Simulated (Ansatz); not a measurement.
# GaGeH2+ (triplet): from Hartree-Fock to the top rungs, cc-pVDZ

Aim: climb from Hartree-Fock through coupled cluster and multireference methods for GaGeH2+ (triplet) at one geometry and basis, and see what each rung misses.

Computed with Ansatz 0.2.0, Gaussian basis. Level: cc-pVDZ, core rule «outside noble gas», up to 28 orbitals frozen.

To be run: UHF; CCSD(T) on ROHF; CCSD(T) on UHF; BCCD(T) on ROHF; CISD; CCSDT(Q) on ROHF; CCSDT(Q) on UHF; CASSCF and MRCISD+Q, 8 electrons in 10 orbitals; CASSCF and NEVPT2, 8 electrons in 10 orbitals.

17 further runs of the same task are left out: 1 for a known fault of the program, 1 for a mislabelled method, 4 that didn't finish, 11 set aside as unsound or not needed.

## (1) The system

The geometry is a PBE0/def2-TZVP stationary point (not a proven minimum) of the parent state, kept for this charge and spin. No spin-orbit coupling is included. The filled d shell of Ge, Ga may be among the frozen orbitals whatever the setting's name suggests; the logs give the count.

4 atoms, charge 1, spin multiplicity 3.

Atoms are counted from 1 here; the program's logs count them from 0.

Bond lengths: Ge1–Ga2 2.339 Å, Ge1–H3 1.691 Å, Ga2–H4 1.582 Å. Angles: Ga2–Ge1–H3 58.6°, Ge1–Ga2–H4 163.6°.

In the tables R marks a restricted open-shell determinant and U an unrestricted one; 'valence' is the active space of 8 electrons in 10 orbitals; energies count from the table's Hartree-Fock row.

## (2) UHF

in.yaml reads:

```yaml
crystal:
  periodic: [false, false, false]
  atoms:
    - {symbol: Ge, position_ang: [0.000000, -0.003654, 1.162916]}
    - {symbol: Ga, position_ang: [0.000000, -0.022851, -1.176473]}
    - {symbol: H, position_ang: [0.000000, 1.432545, 0.269458]}
    - {symbol: H, position_ang: [0.000000, 0.411477, -2.697219]}
basis:
  gaussian: {orbitals: cc-pVDZ}
total_charge: 1
magnetization: {spin_polarized: true, initial_magnetization: 2}
hamiltonian: {xc: hf}
output: {orbitals: {seedname: orbitals}}
```

Launch:

```console
$ ansatz run in.yaml --threads 1 --pin off --events-out ev --progress --plain --max-ram 2393MiB
```

What it wrote:

```text
Functional definition: HF
  name "HF"
  cite "Fock, Z. Phys. 61, 126 (1930) doi:10.1007/BF01340294"
  parent pbe
  exchange = exact_x
  correlation = 0
738 factors; integrals over basis functions are off by at most 1.0e-3 eV
mean field evaluation 1: about -108827.7577 eV, gradient 7.8e0 eV
mean field evaluation 2: about -108827.7629 eV, gradient 7.8e0 eV
mean field evaluation 4: about -108828.6676 eV, gradient 1.3e0 eV
mean field evaluation 8: about -108828.7186 eV, gradient 8.9e-2 eV
mean field evaluation 16: about -108828.3997 eV, gradient 1.4e0 eV
mean field evaluation 32: about -108823.2040 eV, gradient 1.6e1 eV
mean field -108828.71981632 eV, -3999.3816864940 hartree, gradient 2.2e-5 eV, S^2 2.045150; 0 other end points of the search recorded, 0 dependent functions left out
reference -108828.71981632 eV, -3999.3816864940 hartree; 33, 31 occupied and 31, 33 virtual orbitals, 738 factors
Total energy: -108828.71981632 eV, -3999.3816864940 hartree
```

Run time: 2.4 s. Hardware: 1 thread of Intel Xeon Platinum 8488C, shared host.

From the report: ⟨S²⟩ of the determinant 2.045 (pure triplet: 2.00).

## (3) CCSD(T) on ROHF

in.yaml, as its differences from that of step 2:

```diff
@@ -10,4 +10,3 @@
 total_charge: 1
-magnetization: {spin_polarized: true, initial_magnetization: 2}
-hamiltonian: {xc: hf}
-output: {orbitals: {seedname: orbitals}}
+magnetization: {spin_polarized: false, initial_magnetization: 2}
+correlation: {method: ccsd_t, electrons: outside_noble_gas}
```

Launched as before.

What it wrote, shortened:

```text
Functional definition: HF
  name "HF"
  cite "Fock, Z. Phys. 61, 126 (1930) doi:10.1007/BF01340294"
  parent pbe
[...]
738 factors; integrals over basis functions are off by at most 1.0e-3 eV
[...]
mean field -108828.51760836 eV, -3999.3742554887 hartree, gradient 3.8e-6 eV, S^2 2.000000; 5 other end points of the search recorded, 0 dependent functions left out
determinant -108828.51760836 eV, -3999.3742554887 hartree, with singles and doubles -108832.52060780 eV, -3999.5213630046 hartree
determinant -108827.22469008 eV, -3999.3267416183 hartree, with singles and doubles -108831.24706708 eV, -3999.4745612464 hartree
determinant -108825.77029885 eV, -3999.2732937263 hartree, with singles and doubles -108829.67396643 eV, -3999.4167508636 hartree
determinant -108825.04544255 eV, -3999.2466557484 hartree, with singles and doubles -108829.21424924 eV, -3999.3998565686 hartree
28 core orbitals not correlated: weight in the atoms' cores, before any rotation towards them, 0.998 or more for the frozen orbitals, at most 0.002 for the correlated occupied ones
reference -108828.51760836 eV, -3999.3742554887 hartree; 5, 3 occupied and 31, 33 virtual orbitals, 738 factors
second order -3.09650199 eV of doubles, -0.08190890 eV of singles
cycle   1  -4.00300253 eV  change   -3.1e-6 eV  update   1.8e-3
[...]
cycle   9  -4.00359563 eV  change    7.2e-7 eV  update   3.1e-6
perturbative correction -0.13965480 eV, -0.0051322191 hartree
Total energy: -108832.66085879 eV, -3999.5265171333 hartree
```

Wall time 6 s (1 thread of Intel Xeon Platinum 8488C, shared host).

From the report: correlation -4.1433 eV; T1 0.029; largest double amplitude 0.08.

## (4) CCSD(T) on UHF

in.yaml, as its differences from that of step 3:

```diff
@@ -10,3 +10,3 @@
 total_charge: 1
-magnetization: {spin_polarized: false, initial_magnetization: 2}
+magnetization: {spin_polarized: true, initial_magnetization: 2}
 correlation: {method: ccsd_t, electrons: outside_noble_gas}
```

Same command.

What it wrote, shortened:

```text
Functional definition: HF
  name "HF"
  cite "Fock, Z. Phys. 61, 126 (1930) doi:10.1007/BF01340294"
  parent pbe
[...]
738 factors; integrals over basis functions are off by at most 1.0e-3 eV
[...]
mean field -108828.71981632 eV, -3999.3816864940 hartree, gradient 2.8e-6 eV, S^2 2.045149; 5 other end points of the search recorded, 0 dependent functions left out
determinant -108828.71981632 eV, -3999.3816864940 hartree, with singles and doubles -108832.53298791 eV, -3999.5218179653 hartree
determinant -108827.51524283 eV, -3999.3374192348 hartree, with singles and doubles -108831.25860837 eV, -3999.4749853810 hartree
determinant -108825.93478468 eV, -3999.2793384691 hartree, with singles and doubles -108829.69281088 eV, -3999.4174433844 hartree
determinant -108825.43631908 eV, -3999.2610201962 hartree, with singles and doubles -108829.23066165 eV, -3999.4004597135 hartree
28 core orbitals not correlated: weight in the atoms' cores, before any rotation towards them, 0.998 or more for the frozen orbitals, at most 0.002 for the correlated occupied ones
reference -108828.71981632 eV, -3999.3816864940 hartree; 5, 3 occupied and 31, 33 virtual orbitals, 738 factors
second order -2.94231538 eV of doubles, -0.00000000 eV of singles
cycle   1  -3.81341734 eV  change   -2.5e-4 eV  update   1.9e-3
[...]
cycle   9  -3.81433627 eV  change    4.9e-6 eV  update   3.8e-6
perturbative correction -0.13436088 eV, -0.0049376714 hartree
Total energy: -108832.66851347 eV, -3999.5267984377 hartree
```

Run time: 6 s. Hardware: 1 thread of Intel Xeon Platinum 8488C, shared host.

From the report: ⟨S²⟩ of the determinant 2.045 (pure triplet: 2.00); correlation -3.9487 eV; T1 0.028; largest double amplitude 0.06.

## (5) BCCD(T) on ROHF

in.yaml, as its differences from that of step 4:

```diff
@@ -10,3 +10,3 @@
 total_charge: 1
-magnetization: {spin_polarized: true, initial_magnetization: 2}
-correlation: {method: ccsd_t, electrons: outside_noble_gas}
+magnetization: {spin_polarized: false, initial_magnetization: 2}
+correlation: {method: bccd_t, electrons: outside_noble_gas}
```

Same command.

What it wrote, shortened:

```text
Functional definition: HF
  name "HF"
  cite "Fock, Z. Phys. 61, 126 (1930) doi:10.1007/BF01340294"
  parent pbe
[...]
738 factors; integrals over basis functions are off by at most 1.0e-3 eV
[...]
mean field -108828.51760836 eV, -3999.3742554887 hartree, gradient 3.8e-6 eV, S^2 2.000000; 5 other end points of the search recorded, 0 dependent functions left out
determinant -108828.51760836 eV, -3999.3742554887 hartree, with singles and doubles -108832.52060780 eV, -3999.5213630046 hartree
determinant -108827.22469008 eV, -3999.3267416183 hartree, with singles and doubles -108831.24706708 eV, -3999.4745612464 hartree
determinant -108825.77029885 eV, -3999.2732937263 hartree, with singles and doubles -108829.67396643 eV, -3999.4167508636 hartree
determinant -108825.04544255 eV, -3999.2466557484 hartree, with singles and doubles -108829.21424924 eV, -3999.3998565686 hartree
28 core orbitals not correlated: weight in the atoms' cores, before any rotation towards them, 0.998 or more for the frozen orbitals, at most 0.002 for the correlated occupied ones
reference -108828.51760836 eV, -3999.3742554887 hartree; 5, 3 occupied and 31, 33 virtual orbitals, 738 factors
second order -3.09650199 eV of doubles, -0.08190890 eV of singles
cycle   1  -4.00367511 eV  change   -6.8e-4 eV  update   7.2e-3
[...]
cycle  11  -3.99981811 eV  change   -2.2e-6 eV  update   8.7e-6
perturbative correction -0.14309871 eV, -0.0052587805 hartree
Total energy: -108832.66052518 eV, -3999.5265048734 hartree
```

Run time: 6 s. Hardware: 1 thread of Intel Xeon Platinum 8488C, shared host.

From the report: correlation -4.1429 eV; largest double amplitude 0.07.

## (6) CISD

in.yaml, as its differences from that of step 5:

```diff
@@ -11,2 +11,2 @@
 magnetization: {spin_polarized: false, initial_magnetization: 2}
-correlation: {method: bccd_t, electrons: outside_noble_gas}
+correlation: {active_space: {ras: {orbitals: [3, 2, 31], electrons: 8, max_holes: 2, max_particles: 2}, fixed_orbitals: true}}
```

The command is unchanged.

What it wrote:

```text
Functional definition: HF
  name "HF"
  cite "Fock, Z. Phys. 61, 126 (1930) doi:10.1007/BF01340294"
  parent pbe
  exchange = exact_x
  correlation = 0
738 factors; integrals over basis functions are off by at most 1.0e-3 eV
mean field evaluation 1: about -108827.7391 eV, gradient 8.9e0 eV
mean field evaluation 2: about -108827.7442 eV, gradient 8.9e0 eV
mean field evaluation 4: about -108828.4861 eV, gradient 1.5e0 eV
mean field evaluation 8: about -108828.5176 eV, gradient 7.9e-4 eV
mean field evaluation 16: about -108828.0584 eV, gradient 3.9e0 eV
mean field -108828.51760836 eV, -3999.3742554887 hartree, gradient 3.8e-6 eV, S^2 2.000000; 2 other end points of the search recorded, 0 dependent functions left out
reference -108828.51760836 eV, -3999.3742554887 hartree; 33, 31 occupied and 31, 33 virtual orbitals, 738 factors
state -108832.29579277 eV, -3999.5131012048 hartree
Total energy: -108832.29579277 eV, -3999.5131012048 hartree
```

Wall time 2.7 s (1 thread of Intel Xeon Platinum 8488C, shared host).

From the report: 41,344 determinants.

## (7) CCSDT(Q) on ROHF

in.yaml, as its differences from that of step 6:

```diff
@@ -11,2 +11,2 @@
 magnetization: {spin_polarized: false, initial_magnetization: 2}
-correlation: {active_space: {ras: {orbitals: [3, 2, 31], electrons: 8, max_holes: 2, max_particles: 2}, fixed_orbitals: true}}
+correlation: {method: ccsdt_q, electrons: outside_noble_gas}
```

Same command.

What it wrote, shortened:

```text
Functional definition: HF
  name "HF"
  cite "Fock, Z. Phys. 61, 126 (1930) doi:10.1007/BF01340294"
  parent pbe
[...]
1285 factors; integrals over basis functions are off by at most 2.6e-7 eV
[...]
mean field -108828.51776327 eV, -3999.3742611815 hartree, gradient 5.4e-6 eV, S^2 2.000000; 5 other end points of the search recorded, 0 dependent functions left out
[...]
determinant -108828.51776327 eV, -3999.3742611815 hartree, with singles and doubles -108832.52077149 eV, -3999.5213690201 hartree
determinant -108827.22483973 eV, -3999.3267471176 hartree, with singles and doubles -108831.24722609 eV, -3999.4745670900 hartree
determinant -108825.77045001 eV, -3999.2732992813 hartree, with singles and doubles -108829.67415305 eV, -3999.4167577220 hartree
determinant -108825.04559919 eV, -3999.2466615048 hartree, with singles and doubles -108829.21441861 eV, -3999.3998627928 hartree
28 core orbitals not correlated: weight in the atoms' cores, before any rotation towards them, 0.998 or more for the frozen orbitals, at most 0.002 for the correlated occupied ones
reference -108828.51776327 eV, -3999.3742611815 hartree; 5, 3 occupied and 31, 33 virtual orbitals, 1285 factors
second order -3.09652800 eV of doubles, -0.08190829 eV of singles
cycle   1  -3.74777559 eV  change   -5.7e-1 eV  update   8.0e-2
[...]
cycle  19  -4.17991361 eV  change   -7.6e-7 eV  update   5.3e-7
perturbative correction -0.00717891 eV, -0.0002638199 hartree
Total energy: -108832.70485579 eV, -3999.5281339933 hartree
```

Run time: 17 s. Hardware: 1 thread of Intel Xeon Platinum 8488C, shared host; peak memory 0.3 GiB.

From the report: correlation -4.1871 eV; T1 0.031; largest double amplitude 0.08.

## (8) CCSDT(Q) on UHF

in.yaml, as its differences from that of step 7:

```diff
@@ -10,3 +10,3 @@
 total_charge: 1
-magnetization: {spin_polarized: false, initial_magnetization: 2}
+magnetization: {spin_polarized: true, initial_magnetization: 2}
 correlation: {method: ccsdt_q, electrons: outside_noble_gas}
```

Launched as before.

What it wrote, shortened:

```text
Functional definition: HF
  name "HF"
  cite "Fock, Z. Phys. 61, 126 (1930) doi:10.1007/BF01340294"
  parent pbe
[...]
1285 factors; integrals over basis functions are off by at most 2.6e-7 eV
[...]
mean field -108828.71997144 eV, -3999.3816921947 hartree, gradient 2.7e-6 eV, S^2 2.045150; 5 other end points of the search recorded, 0 dependent functions left out
determinant -108828.71997144 eV, -3999.3816921947 hartree, with singles and doubles -108832.53315177 eV, -3999.5218239871 hartree
determinant -108827.51539543 eV, -3999.3374248428 hartree, with singles and doubles -108831.25876798 eV, -3999.4749912467 hartree
determinant -108825.93493809 eV, -3999.2793441068 hartree, with singles and doubles -108829.69297681 eV, -3999.4174494825 hartree
determinant -108825.43647823 eV, -3999.2610260447 hartree, with singles and doubles -108829.23082723 eV, -3999.4004657985 hartree
28 core orbitals not correlated: weight in the atoms' cores, before any rotation towards them, 0.998 or more for the frozen orbitals, at most 0.002 for the correlated occupied ones
reference -108828.71997144 eV, -3999.3816921947 hartree; 5, 3 occupied and 31, 33 virtual orbitals, 1285 factors
second order -2.94234166 eV of doubles, -0.00000000 eV of singles
cycle   1  -3.51881051 eV  change   -5.8e-1 eV  update   8.3e-2
[...]
cycle  19  -3.98724351 eV  change   -4.6e-7 eV  update   6.9e-7
perturbative correction -0.00728607 eV, -0.0002677581 hartree
Total energy: -108832.71450102 eV, -3999.5284884490 hartree
```

Run time: 16 s. Hardware: 1 thread of Intel Xeon Platinum 8488C, shared host; peak memory 0.28 GiB.

From the report: ⟨S²⟩ of the determinant 2.045 (pure triplet: 2.00); correlation -3.9945 eV; T1 0.030; largest double amplitude 0.07.

## (9) CASSCF and MRCISD+Q, 8 electrons in 10 orbitals

in.yaml, as its differences from that of step 8:

```diff
@@ -10,3 +10,3 @@
 total_charge: 1
-magnetization: {spin_polarized: true, initial_magnetization: 2}
-correlation: {method: ccsdt_q, electrons: outside_noble_gas}
+magnetization: {spin_polarized: false, initial_magnetization: 2}
+correlation: {method: fic_mrcisd_q, electrons: outside_noble_gas, active_space: {window: {electrons: 8, orbitals: 10}, shells: [{species: Ga, l: s, shell: 4}, {species: Ga, l: p, shell: 4}, {species: Ge, l: s, shell: 4}, {species: Ge, l: p, shell: 4}, {species: H, l: s, shell: 1}]}}
```

Same command.

What it wrote, shortened:

```text
Functional definition: HF
  name "HF"
  cite "Fock, Z. Phys. 61, 126 (1930) doi:10.1007/BF01340294"
  parent pbe
[...]
1285 factors; integrals over basis functions are off by at most 2.6e-7 eV
[...]
mean field -108828.51776327 eV, -3999.3742611815 hartree, gradient 5.4e-6 eV, S^2 2.000000; 2 other end points of the search recorded, 0 dependent functions left out
reference -108828.51776327 eV, -3999.3742611815 hartree; 33, 31 occupied and 31, 33 virtual orbitals, 1285 factors
state -108830.73775539 eV, -3999.4558443872 hartree
contracted CI cycle   1: correlation 0.00000000 eV, 0.0000000000 hartree, residual 9.45e0 eV
contracted CI cycle   2: correlation -1.80116870 eV, -0.0661917290 hartree, residual 1.97e0 eV
contracted CI cycle   3: correlation -1.87581078 eV, -0.0689347745 hartree, residual 4.41e-1 eV
contracted CI cycle   4: correlation -1.87925450 eV, -0.0690613290 hartree, residual 1.07e-1 eV
contracted CI cycle   5: correlation -1.87944533 eV, -0.0690683420 hartree, residual 2.43e-2 eV
contracted CI cycle   6: correlation -1.87945576 eV, -0.0690687253 hartree, residual 5.58e-3 eV
contracted CI cycle   7: correlation -1.87945631 eV, -0.0690687453 hartree, residual 1.33e-3 eV
state -108830.73775539 eV, -3999.4558443872 hartree; corrected -108832.70576272 eV, -3999.5281673226 hartree
Total energy: -108832.70576272 eV, -3999.5281673226 hartree
Checks for a lower state left out: starts, orbital_swaps
```

Wall time 12 s (1 thread of Intel Xeon Platinum 8488C, shared host); peak memory 0.59 GiB.

From the report: 21,952 determinants; active occupations 1.97, 1.96, 1.93, 1.00, 0.99, 0.05, 0.04, 0.03, 0.02, 0.02.

## (10) CASSCF and NEVPT2, 8 electrons in 10 orbitals

in.yaml reads:

```yaml
crystal:
  periodic: [false, false, false]
  atoms:
    - {symbol: Ge, position_ang: [0.000000, -0.003654, 1.162916]}
    - {symbol: Ga, position_ang: [0.000000, -0.022851, -1.176473]}
    - {symbol: H, position_ang: [0.000000, 1.432545, 0.269458]}
    - {symbol: H, position_ang: [0.000000, 0.411477, -2.697219]}
basis:
  gaussian: {orbitals: cc-pVDZ}
total_charge: 1
magnetization: {spin_polarized: false, initial_magnetization: 2}
correlation: {method: sc_nevpt2, electrons: outside_noble_gas, active_space: {window: {electrons: 8, orbitals: 10}, shells: [{species: Ga, l: s, shell: 4}, {species: Ga, l: p, shell: 4}, {species: Ge, l: s, shell: 4}, {species: Ge, l: p, shell: 4}, {species: H, l: s, shell: 1}]}}
```

Same command.

What it wrote:

```text
Functional definition: HF
  name "HF"
  cite "Fock, Z. Phys. 61, 126 (1930) doi:10.1007/BF01340294"
  parent pbe
  exchange = exact_x
  correlation = 0
1285 factors; integrals over basis functions are off by at most 2.6e-7 eV
mean field evaluation 1: about -108827.7366 eV, gradient 8.9e0 eV
mean field evaluation 2: about -108827.7441 eV, gradient 8.9e0 eV
mean field evaluation 4: about -108828.4857 eV, gradient 1.5e0 eV
mean field evaluation 8: about -108828.5178 eV, gradient 7.9e-4 eV
mean field evaluation 16: about -108828.0433 eV, gradient 3.9e0 eV
mean field -108828.51776327 eV, -3999.3742611815 hartree, gradient 5.4e-6 eV, S^2 2.000000; 2 other end points of the search recorded, 0 dependent functions left out
reference -108828.51776327 eV, -3999.3742611815 hartree; 33, 31 occupied and 31, 33 virtual orbitals, 1285 factors
state -108830.73775539 eV, -3999.4558443872 hartree
state -108830.73775539 eV, -3999.4558443872 hartree; corrected -108832.18587728 eV, -3999.5090618850 hartree
Total energy: -108832.18587728 eV, -3999.5090618850 hartree
Checks for a lower state left out: starts, orbital_swaps
```

Run time: 9 s. Hardware: 1 thread of Intel Xeon Platinum 8488C, shared host; peak memory 0.3 GiB.

From the report: 21,952 determinants; active occupations 1.97, 1.96, 1.93, 1.00, 0.99, 0.05, 0.04, 0.03, 0.02, 0.02.

## (11) Natural occupations

Natural occupations of the CASSCF valence state about the gap (report; correlated orbitals 1 to 10): 1.971, 1.955, 1.930, 1.004, 0.986, 0.047, 0.037, 0.030, 0.023, 0.015. The count of effectively unpaired electrons, Σ n²(2 − n)², is 2.05; a single determinant of this spin has 2.

## (12) Misses and costs

The yardstick is UCCSDT(Q), where the cluster series has nearly closed. Rows without a time come out of other runs: HF, MP2 and CCSD of CCSD(T), CCSDT of CCSDT(Q), CASSCF and MRCISD of the multireference runs.

Differences are taken before rounding.

| method | energy from the lowest RHF (meV) | from UCCSDT(Q) (meV) | time |
| --- | --- | --- | --- |
| RHF | 0.0 | +4196.9 |  |
| UHF | -202.2 | +3994.7 |  |
| RMP2 | -3178.4 | +1018.5 |  |
| UMP2 | -3144.5 | +1052.4 |  |
| RCCSD | -4003.6 | +193.3 |  |
| UCCSD | -4016.5 | +180.3 |  |
| RCCSD(T) | -4143.3 | +53.6 | 6 s |
| UCCSD(T) | -4150.9 | +46.0 | 6 s |
| BCCD(T) | -4142.9 | +54.0 | 6 s |
| RCCSDT | -4180.1 | +16.8 |  |
| UCCSDT | -4189.6 | +7.3 |  |
| RCCSDT(Q) | -4187.2 | +9.6 | 17 s |
| UCCSDT(Q) | -4196.9 | 0 | 16 s |
| CASSCF valence | -2220.1 | +1976.7 |  |
| NEVPT2 valence | -3668.3 | +528.6 | 9 s |
| MRCISD valence | -4099.6 | +97.3 |  |
| MRCISD+Q valence | -4188.2 | +8.7 | 12 s |

Among the levels timed on like hardware and quicker than the yardstick, those that no quicker one beats, quickest first: UCCSD(T) (6 s, +46.0 meV); MRCISD+Q valence (12 s, +8.7 meV).

Not comparable, so not listed: CISD (they don't share determinant, frozen orbitals or solution with the rows shown, or repeat one).

## (13) Outcome

```
                         quantity                                        value
   UCCSDT(Q) below the RHF energy                                   -4.1969 eV
              RMP2 from UCCSDT(Q)                                  +1018.5 meV
              UMP2 from UCCSDT(Q)                                  +1052.4 meV
             RCCSD from UCCSDT(Q)                                   +193.3 meV
          RCCSD(T) from UCCSDT(Q)                                    +53.6 meV
          UCCSD(T) from UCCSDT(Q)                                    +46.0 meV
         RCCSDT(Q) from UCCSDT(Q)                                     +9.6 meV
    NEVPT2 valence from UCCSDT(Q)                                   +528.6 meV
  MRCISD+Q valence from UCCSDT(Q)                                     +8.7 meV
levels within 1 kcal/mol (43 meV)  RCCSDT, UCCSDT, RCCSDT(Q), MRCISD+Q valence
                    T1 diagnostic                                        0.029
   effectively unpaired electrons                                         2.05
```

RCCSD(T) misses by +53.6 meV, 1.3 % of the correlation energy. One determinant dominates. Of the multireference levels listed MRCISD+Q valence comes nearest in total energy (+8.7 meV), which doesn't show that its space is the better one. These misses are within one basis, not against nature; the frozen cores of restricted and unrestricted runs differ, which can shift their rows.

MRCISD+Q valence reaches 8.7 meV from the reference in 12 s, where UCCSDT(Q) took 16 s; the quickest level in the cost chart, UCCSD(T), takes 6 s and misses by 46.0 meV.
